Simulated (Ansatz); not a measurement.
**NH2Br (triplet): wB97M-V, B2PLYP, RPA-PBE over a scan of the distance Br1–H2 along a hydrogen transfer, cc-pVTZ**

One table from this session's results is given with a row withheld; the runs are named, their logs left out.

Computed with Ansatz 0.2.0, Gaussian basis. Level: cc-pVTZ, all electrons in the functionals, frozen cores in the correlation of double hybrids and RPA.

Plan: wB97M-V, B2PLYP, RPA-PBE, at 1.421 Å; 1.475 Å; 1.585 Å; 1.694 Å; 1.804 Å.

### What is computed

The geometry derives from fragments relaxed apart (PBE0/def2-TZVP) and kept rigid, so it is no stationary point. A hydrogen atom is moved between rigid fragments. No spin-orbit coupling is included. The filled d shell of Br may be among the frozen orbitals whatever the setting's name suggests; the logs give the count.

4 atoms, charge 0, spin multiplicity 3.

Atoms are counted from 1 here; the program's logs count them from 0.

Bond lengths: Br1–H2 1.421 Å, N3–H4 1.040 Å.

No dispersion term is added; wB97M-V holds VV10 nonlocal correlation.

The geometry shown and the zero of energy belong to the point 1.421 Å. The yardstick, UCCSDT(Q), and other wave-function levels (R restricted, U unrestricted, valence and pair active spaces) come from earlier runs.

The first run:

Contents of in.yaml:

```yaml
crystal:
  periodic: [false, false, false]
  atoms:
    - {symbol: Br, position_ang: [-1.844420, 0.251057, 0.000000]}
    - {symbol: H, position_ang: [-0.423820, 0.251057, 0.000000]}
    - {symbol: N, position_ang: [0.999580, 0.251057, 0.000000]}
    - {symbol: H, position_ang: [1.268661, -0.753170, 0.000000]}
basis:
  gaussian: {orbitals: cc-pVTZ}
magnetization: {spin_polarized: true, initial_magnetization: 2}
hamiltonian: {xc: {name: wB97M-V}}
output: {forces: true, orbitals: {seedname: orbitals}}
```

Run with:

```sh
> ansatz run in.yaml --threads 2 --pin off --events-out ev --progress --plain --max-ram 24576MiB --backend cuda --devices 0, --max-vram 18GiB
```

Among the steps run: wB97M-V, 1.421 Å; wB97M-V, 1.475 Å; wB97M-V, 1.585 Å; wB97M-V, 1.694 Å; wB97M-V, 1.804 Å; B2PLYP, 1.421 Å; B2PLYP, 1.475 Å; B2PLYP, 1.585 Å; B2PLYP, 1.694 Å; B2PLYP, 1.804 Å; RPA-PBE, 1.421 Å; RPA-PBE, 1.475 Å; RPA-PBE, 1.585 Å; RPA-PBE, 1.694 Å; RPA-PBE, 1.804 Å.

One of the session's tables, all rows but one given; the rest of the session is left out.

```
    level  1.475 Å  1.585 Å  1.694 Å  1.804 Å
UCCSDT(Q)     -3.2     -6.4    -13.8    -19.1
  wB97M-V     -4.4    -10.0    -19.1    -24.8
   B2PLYP     -5.2    -12.5    -22.4    -26.7
  RPA-PBE        ?        ?        ?        ?
```

Estimate the missing values for RPA-PBE.

As computed: 1.475 Å: -5.7; 1.585 Å: -15.8; 1.694 Å: -28.5; 1.804 Å: -34.3. In the column «1.475 Å» it is the lowest.

Limits of these values: Energies in kJ/mol, counted from 1.421 Å; blanks weren't run or aren't comparable.
